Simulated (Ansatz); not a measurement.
# Mg2C: the cost of one run

Computed with Ansatz 0.2.0 (DFT PBE, scalar-relativistic, plane waves, PAW, unless a step's input says otherwise).

## Step 1: The system as given

The structure is trigonal, space group R-3m (No. 166). The conventional cell has a = 3.136 Å, b = 3.136 Å, c = 15.343 Å, α = 90.00°, β = 90.00°, γ = 120.00°. Around Mg (site symmetry 3m) lie 3 C at 2.22 Å. C (site symmetry -3m) has 6 Mg at 2.22 Å as nearest neighbours.

Coordinates:

```xyz
3
Lattice="1.5680 0.9053 5.1145 -1.5680 0.9053 5.1145 0.0000 -1.8105 5.1145" Properties=species:S:1:pos:R:3 pbc="T T T"
Mg    0.0000    0.0000    3.8359
Mg    0.0000    0.0000   11.5076
C     0.0000    0.0000    0.0000
```

A structure generator made this guess: species swapped into a database cell of NiCl2 (R-3m, No. 166), with C on the Ni sites and Mg on the Cl sites. Lengths come from tabulated atomic sizes and are only a guess.

## Step 2: The guess as it stands, on a coarse mesh

The input, input.yaml:

```yaml
crystal:
  lattice:
    - [1.56797545, 0.90527105, 5.11447054]
    - [-1.56797545, 0.90527105, 5.11447054]
    - [0.0, -1.81054209, 5.11447054]
  atoms:
    - { symbol: Mg, position: [0.25, 0.25, 0.25] }
    - { symbol: Mg, position: [0.75, 0.75, 0.75] }
    - { symbol: C, position: [0.0, 0.0, 0.0] }
basis:
  ecutwfc: 420
kpoints:
  mp_grid: { grid: [6, 6, 6] }
hamiltonian:
  xc: pbe
scf:
  occupations: { method: gaussian, width: 0.1 }
  lower_state_search: "off"
output:
  forces: true
  stress: true
  eigenvalues: true
```

The run is started by

```console
> ansatz run input.yaml --threads 1 --pin off --max-ram 2560MiB --backend cpu --events-out ev --progress --plain --runs-dir out
```

Q: Estimate wall time and peak memory on 1 thread of Arm Neoverse V2, shared host.

About 1 s, with a peak of 0.28 GiB.
